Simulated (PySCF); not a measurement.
# C8H7N: geometry, NMR shifts, spin-spin couplings, electronic excitations and core binding energies

Aim: predict the NMR shifts, spin-spin couplings, electronic excitations and core binding energies of C8H7N (`C#C/C(C=C)=C(/C)C#N`).

Computed with PySCF 2.14.0, with density-fitted response routines of our own, on a single molecule in the gas phase. Atoms count from 0, in the outputs and in this text.

**1. The starting structure**

16 atoms, charge 0, multiplicity 1; geometry from: GFN2-xTB.

Bonds of the start (Å): C0–C1 1.20, C1–C2 1.42, C2–C3 1.45, C3–C4 1.33, C2–C5 1.36, C5–C6 1.50, C5–C7 1.41, C7–N8 1.15, C0–H9 1.05, C3–H10 1.08, C4–H11 1.08, C4–H12 1.08, C6–H13 1.09, C6–H14 1.09, C6–H15 1.09.

**2. Relaxing the molecule at PBE0-D3(BJ)/def2-SVP**

What the job is given:

```
{"job": {"xc": "PBE0", "basis": "def2-SVP", "d3": "d3bj", "grid": 1, "kind": "geom"}, "charge": 0, "multiplicity": 1}
C     -1.726914     2.271699     0.311568
C     -1.037467     1.295687     0.192597
C     -0.227245     0.143335     0.038858
C     -0.884146    -1.150089    -0.033678
C     -2.202944    -1.312097     0.023218
C      1.122910     0.297428    -0.040951
C      2.110725    -0.819113    -0.216799
C      1.670976     1.591949     0.037024
N      2.155939     2.631510     0.096199
H     -2.319486     3.130855     0.417182
H     -0.236604    -2.008541    -0.143239
H     -2.868915    -0.471773     0.130582
H     -2.653904    -2.287786    -0.036475
H      1.934264    -1.345057    -1.155437
H      3.123548    -0.422202    -0.231755
H      2.031662    -1.536862     0.599696
```

**Question.** This job is followed by: GIAO PBE0/pcSseg-1 NMR shielding, non-relativistic, gas phase; B3LYP/pcJ-1 indirect spin-spin coupling, non-relativistic, gas phase; TDDFT CAM-B3LYP/def2-SVPD, vertical, gas phase, core orbitals frozen in the response; GIAO CAM-B3LYP/pcSseg-1 NMR shielding, non-relativistic, gas phase; delta-SCF UKS SCAN, pcX-2 on the ionised atom, pcseg-1 elsewhere, spin-free X2C. Predict these results of the whole session: point group; rotational constants (main isotopes); 13C shifts against TMS (PBE0/pcSseg-1); 1H shifts against TMS (PBE0/pcSseg-1, means over atoms taken as alike); 15N shifts against NH3 (PBE0/pcSseg-1); lowest singlet (CAM-B3LYP/def2-SVPD); lowest triplet; vertical ionisation energy (ΔSCF); vertical electron affinity (ΔSCF); C1s binding energies, SCAN/pcX-2 (standing for 3 of 8 atoms); N1s binding energies, SCAN/pcX-2; range of the shift of C2; property runs in this session.

As calculated:

| quantity | value |
| --- | --- |
| point group | Cs |
| rotational constants (main isotopes) | 2.29, 1.38, 0.87 GHz |
| 13C shifts against TMS (PBE0/pcSseg-1) | 140.8, 137.4, 133.6, 125.0, 122.8, 98.9, 80.2, 18.1 ppm |
| 1H shifts against TMS (PBE0/pcSseg-1, means over atoms taken as alike) | 6.61, 6.35, 5.92, 3.69, 2.01 ppm |
| 15N shifts against NH3 (PBE0/pcSseg-1) | 334.1 ppm |
| lowest singlet (CAM-B3LYP/def2-SVPD) | 4.53 eV (274 nm), f = 0.498 |
| lowest triplet | 2.39 eV |
| vertical ionisation energy (ΔSCF) | 8.83 eV |
| vertical electron affinity (ΔSCF) | 0.85 eV |
| C1s binding energies, SCAN/pcX-2 (standing for 3 of 8 atoms) | C6 291.34, C5 291.30, C4 290.31 eV |
| N1s binding energies, SCAN/pcX-2 | N8 404.19 eV |
| range of the shift of C2 | 140.8 to 145.1 ppm |
| property runs in this session | 5, of which 0 failed and 1 gave unsound results |

What this shows: Relaxing lowered the energy by 0.079 eV in 4 steps; the close pair that moved most is C0–H9, from 1.049 to 1.075 Å. No frequency check was run at this level, so the end point may be a saddle. The most deshielded hydrogen is H10 (hydrogen on an alkene CH), at 6.61 ppm: olefinic region. At PBE0/pcSseg-1: Shielding is most anisotropic at N8 (span 402 ppm, paramagnetic term -410 ppm). The lowest singlet, at 4.53 eV, is HOMO→LUMO 0.95 and is bright. The lowest triplet lies 2.14 eV below the lowest singlet (triplets in Tamm-Dancoff, singlets in full TDDFT). ΔSCF puts the ionisation energy at 8.83 eV, 0.62 eV above −ε(HOMO). C6 (allylic methyl carbon) binds its C1s electron 1.03 eV more tightly than C4 (terminal =CH2 carbon). Only 3 of the 8 C atoms are covered by sound results. In ppm, C2 moves most: its shift spreads over 4.4 ppm, from 140.8 (PBE0/pcSseg-1) to 145.1 (CAM-B3LYP/pcSseg-1).
